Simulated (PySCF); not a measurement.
# C7H10N2: the cost of one run

Programs: PySCF 2.14.0, with routines of our own; each step states its level. All values are computed. Atoms count from 0.

### Step 1. The starting structure

19 atoms, charge 1, multiplicity 2; geometry from: GFN2-xTB.

### Step 2. Open-shell or spin-flip excitations: unrestricted TDDFT CAM-B3LYP/def2-SVP

The job: settings as JSON, then the geometry in Å.

```
{"job": {"kind": "uabs", "xc": "CAM-B3LYP", "basis": "def2-SVP", "nstates": 10, "tda": false}, "charge": 1, "multiplicity": 2}
C      2.728628    -0.356415     0.055301
N      1.555146     0.472055     0.035562
C      0.289316     0.023830     0.008952
C      0.004713    -1.357932    -0.022503
C     -1.283992    -1.815420    -0.079576
C     -2.362495    -0.909847    -0.099521
C     -2.128732     0.438646    -0.054481
C     -0.820301     0.951419     0.006685
N     -0.644742     2.282968     0.063266
H      3.611193     0.273366     0.125025
H      2.710042    -1.033437     0.912035
H      2.801144    -0.958109    -0.854323
H      1.721922     1.466557     0.001893
H      0.820023    -2.061021    -0.010089
H     -1.478801    -2.875391    -0.110859
H     -3.372323    -1.283927    -0.144876
H     -2.951751     1.136611    -0.058475
H      0.248324     2.735296     0.158026
H     -1.457118     2.879999     0.060496
```

Method: unrestricted TDDFT CAM-B3LYP/def2-SVP, vertical, gas phase, core orbitals frozen in the response.

Command:

```
> OMP_NUM_THREADS=1 python excited_run.py task.json out
```

This one command runs all jobs of the session in turn.

Q: Estimate the wall time and peak memory of this first job on 1 thread of Arm Neoverse V2, shared host.

About 95 s, with a peak of 0.8 GiB.
